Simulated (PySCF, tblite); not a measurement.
**CH₉FO₂Si₃, a small molecule taken as a stand-in for a surface group: NMR shifts, core binding energies and electronic excitations, part 1 of 2**

Wanted: the NMR shifts, core binding energies and electronic excitations for `C[Si](F)(O[SiH3])O[SiH3]`.

Programs: tblite 0.8.0 and PySCF 2.14.0. All values are calculated, for the isolated system unless a continuum is named. Atoms count from 0, parts from 1.

### 1 The system as given

16 atoms, charge 0, multiplicity 1; geometry: distance geometry start.

### 2 Geometry optimisation with GFN2-xTB

Job settings and geometry (Å):

```
{"job": {"kind": "relax", "xc": "GFN2-xTB", "basis": "xTB"}, "charge": 0, "multiplicity": 1}
Si     0.029380     0.445697    -0.045043
C     -0.361347     0.800886     1.721558
O     -1.364787     0.794448    -0.988281
Si    -2.297634    -0.647171    -0.884780
O      1.431254     1.286768    -0.605628
Si     2.657920     0.069858    -0.656930
F      0.303873    -1.206872    -0.208996
H     -0.268817    -0.062882     2.395045
H     -1.451410     1.078006     1.782947
H      0.192407     1.687139     2.101008
H     -3.487483    -0.393984    -0.052713
H     -1.503739    -1.722236    -0.229668
H     -2.656860    -1.113988    -2.227113
H      2.135060    -0.955595    -1.617415
H      2.712510    -0.609044     0.613207
H      3.910987     0.559479    -1.134603
```

Method: GFN2-xTB geometry optimisation, gas phase.

Run with:

```bash
$ OMP_NUM_THREADS=1 python cluster_run.py task.json out
```

One launch serves the whole session: the jobs run in the order shown.

What it wrote:

```text
step      E/eV     max force
  0    -679.96151    3.250
  1    -680.45405    2.152
  2    -680.77831    1.850
  3    -680.88413    1.253
  4    -681.03577    0.915
  5    -681.09555    0.889
  6    -681.28536    0.830
  7    -681.33804    0.680
  8    -681.40489    0.602
  9    -681.46724    0.770
 10    -681.53450    0.845
 11    -681.59990    0.700
 12    -681.66374    0.626
 13    -681.71664    0.659
 14    -681.77175    0.655
 15    -681.82645    0.622
 16    -681.86058    0.574
 17    -681.88632    0.566
 18    -681.92124    0.577
 19    -681.96172    0.636
 20    -681.99809    0.620
 21    -682.02328    0.338
 22    -682.03554    0.284
 23    -682.04742    0.291
 24    -682.07655    0.403
 25    -682.10241    0.354
 26    -682.11722    0.262
 27    -682.12277    0.202
 28    -682.12817    0.200
 29    -682.13318    0.172
 30    -682.14000    0.162
 31    -682.14358    0.142
 32    -682.14807    0.126
 33    -682.15152    0.149
 34    -682.15518    0.127
 35    -682.15837    0.135
 36    -682.16084    0.114
 37    -682.16224    0.072
 38    -682.16292    0.062
 39    -682.16343    0.059
 40    -682.16406    0.085
 41    -682.16476    0.077
 42    -682.16524    0.056
 43    -682.16547    0.031
 44    -682.16562    0.040
 45    -682.16578    0.040
 46    -682.16603    0.040
 47    -682.16632    0.045
 48    -682.16666    0.043
 49    -682.16698    0.034
 50    -682.16726    0.030
 51    -682.16748    0.027
 52    -682.16767    0.023
 53    -682.16782    0.021
 54    -682.16792    0.018
 55    -682.16799    0.016
 56    -682.16806    0.015
 57    -682.16814    0.016
 58    -682.16820    0.018
 59    -682.16824    0.015
 60    -682.16826    0.011
 61    -682.16829    0.013
 62    -682.16832    0.012
 63    -682.16835    0.013
 64    -682.16837    0.013
 65    -682.16840    0.014
 66    -682.16845    0.019
 67    -682.16854    0.024
 68    -682.16864    0.026
 69    -682.16872    0.024
 70    -682.16879    0.023
 71    -682.16887    0.024
 72    -682.16903    0.031
 73    -682.16931    0.047
 74    -682.16978    0.048
 75    -682.17033    0.068
 76    -682.17093    0.085
 77    -682.17205    0.094
 78    -682.17289    0.090
 79    -682.17401    0.082
 80    -682.17484    0.067
 81    -682.16993    0.317
 82    -682.17636    0.078
 83    -682.17722    0.075
 84    -682.17926    0.225
 85    -682.18092    0.095
 86    -682.18156    0.049
 87    -682.18220    0.091
 88    -682.18264    0.075
 89    -682.18381    0.048
 90    -682.18473    0.055
 91    -682.18571    0.066
 92    -682.18641    0.165
 93    -682.18543    0.250
 94    -682.18848    0.076
 95    -682.18967    0.065
 96    -682.19342    0.174
 97    -682.19605    0.173
 98    -682.20012    0.347
 99    -682.20481    0.161
100    -682.20933    0.349
101    -682.21385    0.187
102    -682.21606    0.137
103    -682.21713    0.294
104    -682.21933    0.144
105    -682.22158    0.107
106    -682.22687    0.133
107    -682.22901    0.104
108    -682.23055    0.106
109    -682.23183    0.083
110    -682.23287    0.075
111    -682.23383    0.070
112    -682.23450    0.069
113    -682.23516    0.056
114    -682.23565    0.065
115    -682.23620    0.058
116    -682.23688    0.063
117    -682.23746    0.055
118    -682.23788    0.067
119    -682.23830    0.068
120    -682.23871    0.056
121    -682.23908    0.056
122    -682.23936    0.038
123    -682.23960    0.035
124    -682.23981    0.039
125    -682.23995    0.028
126    -682.24004    0.017
127    -682.24009    0.014
128    -682.24012    0.012
129    -682.24017    0.012
130    -682.24022    0.016
131    -682.24029    0.018
132    -682.24034    0.020
133    -682.24039    0.019
134    -682.24045    0.022
135    -682.24056    0.028
136    -682.24073    0.033
137    -682.24096    0.034
138    -682.24119    0.033
139    -682.24139    0.035
140    -682.24156    0.038
141    -682.24170    0.028
142    -682.24181    0.016
143    -682.24188    0.016
144    -682.24193    0.015
145    -682.24198    0.019
146    -682.24204    0.016
147    -682.24208    0.012
148    -682.24210    0.013
149    -682.24213    0.012
150    -682.24218    0.015
151    -682.24226    0.017
152    -682.24237    0.023
153    -682.24250    0.026
154    -682.24267    0.037
155    -682.24287    0.043
156    -682.24309    0.038
157    -682.24330    0.035
158    -682.24347    0.026
159    -682.24362    0.019
160    -682.24374    0.019
161    -682.24384    0.019
162    -682.24394    0.020
163    -682.24406    0.024
164    -682.24417    0.020
165    -682.24428    0.020
166    -682.24435    0.023
167    -682.24439    0.016
168    -682.24442    0.014
169    -682.24445    0.012
170    -682.24448    0.011
171    -682.24451    0.011
172    -682.24453    0.011
173    -682.24454    0.010
174    -682.24456    0.010
175    -682.24458    0.013
176    -682.24462    0.016
177    -682.24467    0.018
178    -682.24472    0.016
179    -682.24476    0.014
180    -682.24479    0.010
181    -682.24481    0.010
182    -682.24483    0.014
183    -682.24486    0.014
184    -682.24488    0.011
185    -682.24489    0.011
186    -682.24491    0.011
187    -682.24492    0.008
188    -682.24494    0.008
```

It took 9.6 s on 1 thread of Arm Neoverse N1, shared host.

Step by step:

```csv
step,energy from step 0 (eV),largest force (eV/Å)
0,0.0000,3.2498
7,-1.3765,0.6806
14,-1.8102,0.6545
21,-2.0618,0.3377
28,-2.1667,0.2002
35,-2.1969,0.1345
42,-2.2037,0.0556
49,-2.2055,0.0335
56,-2.2065,0.0152
63,-2.2068,0.0133
70,-2.2073,0.0234
77,-2.2105,0.0939
84,-2.2178,0.2247
91,-2.2242,0.0658
98,-2.2386,0.3469
105,-2.2601,0.1071
112,-2.2730,0.0687
119,-2.2768,0.0679
126,-2.2785,0.0174
133,-2.2789,0.0193
140,-2.2801,0.0370
147,-2.2806,0.0121
154,-2.2812,0.0370
161,-2.2823,0.0193
168,-2.2829,0.0133
175,-2.2831,0.0131
182,-2.2833,0.0144
188,-2.2834,0.0081
```

Distances of close pairs at the start and the end, largest changes first:

```csv
bond,before (Å),after (Å),change (Å)
Si0–O4,1.728,1.608,-0.121
Si0–O2,1.719,1.609,-0.110
O4–Si5,1.729,1.626,-0.103
O2–Si3,1.720,1.627,-0.093
Si0–F6,1.683,1.611,-0.072
C1–H8,1.126,1.085,-0.042
Si5–H13,1.499,1.463,-0.036
Si5–H15,1.428,1.464,+0.036
```

### 3 Geometry optimisation at PBE0-D3(BJ)/def2-SVP

Job settings and geometry (Å):

```
{"job": {"xc": "PBE0", "basis": "def2-SVP", "d3": "d3bj", "grid": 2, "kind": "geom", "shake": 0.01}, "charge": 0, "multiplicity": 1}
Si    -0.069795    -0.207317     0.962283
C     -0.270919     1.057642     2.350057
O     -1.346500    -0.092146    -0.076247
Si    -1.873435    -0.502578    -1.533580
O      1.315464    -0.033738     0.187934
Si     2.189457    -0.160526    -1.167040
F     -0.092541    -1.694082     1.519230
H      0.531763     0.923617     3.085804
H     -1.223210     0.951418     2.870723
H     -0.201347     2.080964     2.002814
H     -3.282802     0.000254    -1.454279
H     -1.835404    -1.956453    -1.675895
H     -1.121568     0.175246    -2.556248
H      1.820752    -1.399590    -1.852366
H      3.559119    -0.174420    -0.660300
H      1.889515     1.020393    -1.980744
```

What it wrote:

```text
step   0  E = -1161.35318394  max force = 0.039629
step   1  E = -1161.36693234  max force = 0.005056
step   2  E = -1161.36730160  max force = 0.001918
step   3  E = -1161.36737486  max force = 0.000820
step   4  E = -1161.36744581  max force = 0.001481
step   5  E = -1161.36749512  max force = 0.001598
step   6  E = -1161.36752942  max force = 0.000932
step   7  E = -1161.36756760  max force = 0.000814
step   8  E = -1161.36760445  max force = 0.001859
step   9  E = -1161.36765360  max force = 0.002903
step  10  E = -1161.36769459  max force = 0.001913
step  11  E = -1161.36772581  max force = 0.000314
step  12  E = -1161.36772766  max force = 0.000305
optimisation converged
```

It took 5.9 min on 1 thread of Arm Neoverse N1, shared host; peak memory 0.79 GiB.

Step by step:

| step | energy from step 0 (eV) | largest force component (eV/Å) |
| --- | --- | --- |
| 0 | 0.0000 | 2.0378 |
| 1 | -0.3741 | 0.2600 |
| 2 | -0.3842 | 0.0986 |
| 3 | -0.3862 | 0.0422 |
| 4 | -0.3881 | 0.0762 |
| 5 | -0.3894 | 0.0822 |
| 6 | -0.3904 | 0.0479 |
| 7 | -0.3914 | 0.0419 |
| 8 | -0.3924 | 0.0956 |
| 9 | -0.3937 | 0.1493 |
| 10 | -0.3949 | 0.0984 |
| 11 | -0.3957 | 0.0161 |
| 12 | -0.3958 | 0.0157 |

Close pairs (by a distance rule), those that changed most:

```csv
bond,before (Å),after (Å),change (Å)
O2–Si3,1.603,1.661,+0.058
Si3–H12,1.439,1.495,+0.056
Si0–C1,1.889,1.838,-0.050
O4–Si5,1.617,1.662,+0.045
Si0–O4,1.596,1.640,+0.044
Si0–F6,1.588,1.621,+0.033
Si5–H13,1.463,1.494,+0.030
Si3–H11,1.461,1.492,+0.030
```

The end geometry stands in the next job.

```
                         at the end point                value
  point group (found at 0.08 Å tolerance)                   C1
rotational constants (GHz, main isotopes)  1.423, 1.183, 0.795
                        dipole moment (D)                 1.20
```

### 4 Shielding tensors: PBE0/pcSseg-1

Job settings and geometry (Å):

```
{"job": {"kind": "nmr", "xc": "PBE0", "basis": "pcSseg-1"}, "charge": 0, "multiplicity": 1}
Si    -0.055632    -0.172920     0.963771
C     -0.287065     0.856861     2.468801
O     -1.265345     0.076831    -0.116811
Si    -1.978837    -0.412537    -1.534741
O      1.398092     0.120697     0.263053
Si     2.263109    -0.042525    -1.147098
F     -0.084521    -1.744760     1.357237
H      0.530294     0.679110     3.183125
H     -1.239853     0.611870     2.960600
H     -0.294381     1.925091     2.207763
H     -3.059850     0.556083    -1.868119
H     -2.554486    -1.780319    -1.384556
H     -0.964069    -0.423612    -2.632352
H      1.949324    -1.346894    -1.803552
H      3.713428     0.018085    -0.815199
H      1.916989     1.068118    -2.082389
```

Method: GIAO PBE0/pcSseg-1 NMR shielding, non-relativistic, gas phase.

What it wrote:

```text
coarse grid: 14800 points
cycle   1  E = -1161.5294602229  dE =  4.786e-01  |g| = 1.103e+00  |ddm| = 3.625e+00
cycle   2  E = -1161.2596657507  dE =  2.698e-01  |g| = 1.648e+00  |ddm| = 1.772e+00
cycle   3  E = -1161.7331035888  dE = -4.734e-01  |g| = 1.354e-01  |ddm| = 1.190e+00
cycle   4  E = -1161.7363132233  dE = -3.210e-03  |g| = 5.642e-02  |ddm| = 1.305e-01
cycle   5  E = -1161.7368021052  dE = -4.889e-04  |g| = 1.330e-02  |ddm| = 3.605e-02
cycle   6  E = -1161.7368285771  dE = -2.647e-05  |g| = 3.277e-03  |ddm| = 1.070e-02
cycle   7  E = -1161.7368308460  dE = -2.269e-06  |g| = 5.729e-04  |ddm| = 2.835e-03
final grid: 129360 points
cycle   8  E = -1161.8013243139  dE = -1.230e-05  |g| = 1.024e-02  |ddm| = 1.554e-02
cycle   9  E = -1161.8013009516  dE =  2.336e-05  |g| = 1.528e-02  |ddm| = 1.485e-02
cycle  10  E = -1161.8013431017  dE = -4.215e-05  |g| = 1.000e-03  |ddm| = 9.260e-03
cycle  11  E = -1161.8013433031  dE = -2.014e-07  |g| = 1.895e-04  |ddm| = 7.639e-04
cycle  12  E = -1161.8013433098  dE = -6.649e-09  |g| = 6.246e-05  |ddm| = 1.550e-04
cycle  13  E = -1161.8013433103  dE = -4.916e-10  |g| = 1.927e-05  |ddm| = 4.507e-05
converged SCF energy = -1161.8013433103

GIAO shielding tensors (ppm)
atom      isotropic    diamagn.    paramagn.     s11        s22        s33       span
  0 Si     399.195     881.675    -482.481    368.151    376.113    453.321     85.170
  1 C      189.770     257.098     -67.329    186.363    187.262    195.684      9.321
  2 O      284.171     402.384    -118.213    259.553    292.020    300.941     41.388
  3 Si     390.584     879.302    -488.718    349.453    357.850    464.448    114.995
  4 O      283.150     402.262    -119.111    254.798    286.168    308.485     53.687
  5 Si     389.616     879.167    -489.551    347.141    360.328    461.380    114.239
  6 F      312.757     471.807    -159.050    263.692    290.257    384.322    120.631
  7 H       31.073      28.981       2.093     26.411     28.439     38.371     11.960
  8 H       31.104      29.207       1.897     26.463     28.493     38.354     11.892
  9 H       31.098      31.320      -0.222     26.681     28.779     37.833     11.152
 10 H       26.305      28.542      -2.237     22.955     24.404     31.556      8.600
 11 H       26.104      28.778      -2.674     22.702     24.433     31.177      8.476
 12 H       26.020      30.391      -4.371     22.132     25.631     30.296      8.164
 13 H       26.059      29.928      -3.868     22.807     24.795     30.576      7.768
 14 H       26.301      28.103      -1.802     22.817     24.421     31.664      8.847
 15 H       26.174      29.921      -3.747     22.949     24.660     30.914      7.966
```

It took 48 s on 1 thread of Arm Neoverse N1, shared host; peak memory 1 GiB.

Shifts follow as δ = σ(reference) − σ, with reference shieldings (ppm) from runs at the same level and on the same kind of geometry: 1H TMS 31.27, 13C TMS 184.4, 29Si TMS 352.0, 19F CFCl3 177.2, 17O H2O 334.6. The references are single molecules in the gas phase, so shifts against H2O, NH3, PH3, H3PO4 or CFCl3 are not on the usual liquid scales and can be off by tens of ppm.

```csv
atoms,environment,σ (ppm),δ (ppm)
C1,"carbon bonded to Si, 3 H",189.8,-5.4
H12,hydrogen on a silicon bonded to O,26.02,5.25
H13,hydrogen on a silicon bonded to O,26.06,5.21
H11,hydrogen on a silicon bonded to O,26.10,5.16
H15,hydrogen on a silicon bonded to O,26.17,5.09
H14,hydrogen on a silicon bonded to O,26.30,4.97
H10,hydrogen on a silicon bonded to O,26.30,4.96
H7,hydrogen on a carbon bonded to Si,31.07,0.19
H9,hydrogen on a carbon bonded to Si,31.10,0.17
H8,hydrogen on a carbon bonded to Si,31.10,0.16
Si5,"silicon bonded to O, 3 H",389.6,-37.6
Si3,"silicon bonded to O, 3 H",390.6,-38.6
Si0,"silicon bonded to C, F, 2 O",399.2,-47.2
O4,oxygen bonded to 2 Si,283.2,51.4
O2,oxygen bonded to 2 Si,284.2,50.4
F6,fluorine bonded to Si,312.8,-135.5
```

Charges from the same density, by scheme (e):

```
atoms  Mulliken    IAO  Hirshfeld  ESP fit
  Si0      1.38   1.65       0.55     1.24
   C1     -0.66  -0.77      -0.21    -0.90
   O2     -0.76  -0.87      -0.31    -0.56
  Si3      0.71   0.85       0.39     0.57
   O4     -0.76  -0.87      -0.31    -0.55
  Si5      0.70   0.85       0.39     0.56
   F6     -0.42  -0.54      -0.21    -0.38
```

Mayer bond orders: Si0–C1 0.98, Si0–O2 0.93, O2–Si3 0.89, Si0–O4 0.95, O4–Si5 0.88, Si0–F6 0.95.

(Continued in part 2 of 2.)
